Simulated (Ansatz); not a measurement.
# ClFGeH4Si, SMILES F[SiH](Cl)[GeH3]: vertical spin-state energies

Computed with the Ansatz DFT code, driven from Python.

Notebook, run cell by cell (the value of a cell's last expression is shown):

```python
import ansatz as az
```

```python
GEOMETRY = """
F     1.73220   -1.39440    0.88470
Si    1.09590    0.08690    0.21590
Cl    2.00170    0.45130   -1.63540
Ge   -1.11060   -0.07070   -0.10780
H     1.38480    1.19320    1.12030
H    -1.87800   -0.33270    1.25490
H    -1.45330   -1.24960   -1.07260
H    -1.68040    1.25890   -0.71570
"""
```

```python
geometry = az.Crystal.molecule()
for line in GEOMETRY.strip().splitlines():
    symbol, *xyz = line.split()
    geometry = geometry.atom(symbol, [float(v) for v in xyz])
```

```python
setup = (
    geometry.calculation()
    .basis(gaussian="def2-SVPD")
    .functional("cam_b3lyp")
)
found = {}
for unpaired in [0, 2]:
    report = setup.spin("collinear", total=unpaired).run(threads=1).report
    s = unpaired / 2
    found[unpaired] = report["free_energy_ev"]
    print(f"2S+1 = {unpaired + 1}: E = {found[unpaired]:.5f} eV, <S^2> = {abs(report['mean_field']['state']['spin_squared']):.3f} (pure state {s * (s + 1):.2f})")
lowest = min(found, key=found.get)
for unpaired, e in found.items():
    print(f"multiplicity {unpaired + 1}: {23.060548 * (e - found[lowest]):.1f} kcal/mol above the lowest")
```

    2S+1 = 1: E = -79690.93934 eV, <S^2> = 0.000 (pure state 0.00)
    2S+1 = 3: E = -79684.85153 eV, <S^2> = 2.006 (pure state 2.00)
    multiplicity 1: 0.0 kcal/mol above the lowest
    multiplicity 3: 140.4 kcal/mol above the lowest

In order: multiplicity 1 (+0.00 eV) and multiplicity 3 (+6.09 eV), all at the one geometry.

Total energies depend on the basis set; only differences at equal settings carry meaning. The geometry is a force-field or estimated start, not a minimum of this method, and the basis set is short of its limit. All parts are taken at fixed geometry, without zero-point energy. Timing: 57 s on 1 thread of Intel(R) Xeon(R) Processor @ 2.30GHz, with other jobs on the host, peak memory 0.79 GiB.
